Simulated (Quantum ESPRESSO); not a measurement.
Runs of Quantum ESPRESSO 7.5 on Hf2Pd2Se2Br2O3. Symmetry: Cm, No. 8, monoclinic system. The conventional cell has a = 15.354 Å, b = 3.419 Å, c = 13.208 Å, α = 90.00°, β = 107.63°, γ = 90.00°. Around Hf (site symmetry m) lie 3 O at 1.97 to 2.13 Å. Hf (site symmetry m) is surrounded by 3 O at 1.87 to 2.09 Å. Pd (site symmetry m) is surrounded by 2 O at 2.23 Å and 2 Se at 2.41 Å. Pd (site symmetry m) has 4 Se at 2.42 to 2.60 Å as nearest neighbours. Around Se (site symmetry m) lie 2 Pd at 2.42 Å and 1 Hf at 2.76 Å. Around Se (site symmetry m) lie 4 Pd at 2.41 to 2.60 Å. Br (site symmetry m) is surrounded by 3 Hf at 2.82 to 3.06 Å and 3 O at 3.21 to 3.22 Å. Br (site symmetry m) is surrounded by 2 Hf at 2.73 Å. The cell was built by a generator and needn't be a form met in nature.

| task | level | potentials or basis | k mesh | cutoff (eV) | form of the LDA correlation | mesh quality | gap on the mesh (eV) | pressure (GPa) | largest force (eV/Å) |
| --- | --- | --- | --- | --- | --- | --- | --- | --- | --- |
| band structure | PBE | SG15 PBE 1.2 | 5 × 5 × 1 | 1197 | - | coarse | 0.62 | 0.0 | (c) |
| band structure | PBEsol | SG15 PBE 1.2 | 5 × 5 × 1 | 1197 | - | coarse | (b) | -2.3 | 0.38 |
| single point | PBE | SSSP 1.3 efficiency PBE | 8 × 8 × 2 | 816 | - | not flagged | 0.82 | -0.3 | 0.22 |
| band structure | PBE | SSSP 1.3 efficiency PBE | 8 × 8 × 2 | 816 | - | not flagged | 0.82 | -0.3 | 0.22 |
| band structure | LDA | SG15 PBE 1.2 | 5 × 5 × 1 | 1197 | PZ81 | coarse | 0.58 | (a) | 0.79 |

Alike in all rows: no spin polarisation; cell as given; smearing fermi-dirac 0.05 eV.

Question: Fill in the values left out.

Answer: (a) -4.3; (b) 0.60; (c) 0.16.

Caveats: some runs use coarse meshes; spin-orbit coupling is left out, which moves the levels of the heavy elements; some levels on the path didn't converge (some runs); the potentials were made for another functional, which shifts forces and pressure (some runs); the mesh misses the band edges, which the band path finds closer together (some runs).

A k mesh can miss the band edges, and the runs leave out spin-orbit coupling on Br, Hf, Pd, Se.

The runs don't all hold the same shells in valence.
